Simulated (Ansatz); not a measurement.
# BeCl: the cost of one run

Computed with Ansatz 0.2.0 (DFT PBE, scalar-relativistic, plane waves, PAW, unless a step's input says otherwise).

**1. The starting structure**

Symmetry: Ama2, No. 40, orthorhombic system. Conventional cell: a = 6.724 Å, b = 4.396 Å, c = 5.575 Å, α = 90.00°, β = 90.00°, γ = 90.00°. Be (site symmetry m) is surrounded by 2 Cl at 1.63 to 2.27 Å. Cl (site symmetry m) is surrounded by 2 Be at 1.63 to 2.27 Å.

As a file:

```cif
data_structure
_symmetry_space_group_name_H-M 'P 1'
_symmetry_Int_Tables_number 1
_cell_length_a 6.7244
_cell_length_b 3.5499
_cell_length_c 3.5499
_cell_angle_alpha 76.521
_cell_angle_beta 90.000
_cell_angle_gamma 90.000
_cell_volume 82.40
loop_
_atom_site_label
_atom_site_type_symbol
_atom_site_fract_x
_atom_site_fract_y
_atom_site_fract_z
_atom_site_occupancy
Be1 Be 0.75000 0.36789 0.70123 1
Be2 Be 0.25000 0.70123 0.36789 1
Cl1 Cl 0.25000 0.46824 0.82275 1
Cl2 Cl 0.75000 0.82275 0.46824 1
```

This is candidate A: random cell with space group Ama2 (No. 40).

**2. Coarse relaxation (candidate A)**

File input.yaml:

```yaml
crystal:
  lattice:
    - [6.7244256405, 0.0, 0.0]
    - [0.0, 2.1982076274, 2.7873780058]
    - [0.0, -2.1982076274, 2.7873780058]
  atoms:
    - { symbol: Be, position: [0.75, 0.3678923216, 0.701225655] }
    - { symbol: Be, position: [0.25, 0.701225655, 0.3678923216] }
    - { symbol: Cl, position: [0.25, 0.4682388001, 0.8227462667] }
    - { symbol: Cl, position: [0.75, 0.8227462667, 0.4682388001] }
basis:
  ecutwfc: 420
kpoints:
  mp_grid: { grid: [4, 6, 6] }
hamiltonian:
  xc: pbe
scf:
  occupations: { method: gaussian, width: 0.1 }
  lower_state_search: "off"
output:
  forces: true
  stress: true
  eigenvalues: true
relax:
  adjacent_minimum: "off"
  f_tol: 0.04
  max_steps: 70
  cell: { stress_tol: 0.4 }
```

Launch:

```bash
> ansatz run input.yaml --threads 1 --pin off --max-ram 2560MiB --backend cpu --events-out ev --progress --plain --runs-dir out
```

**Question.** How long does this run take on 1 thread of Intel Xeon Platinum 8488C (Sapphire Rapids), shared host, and how much memory does it need?

About 88 s, with a peak of 0.4 GiB.
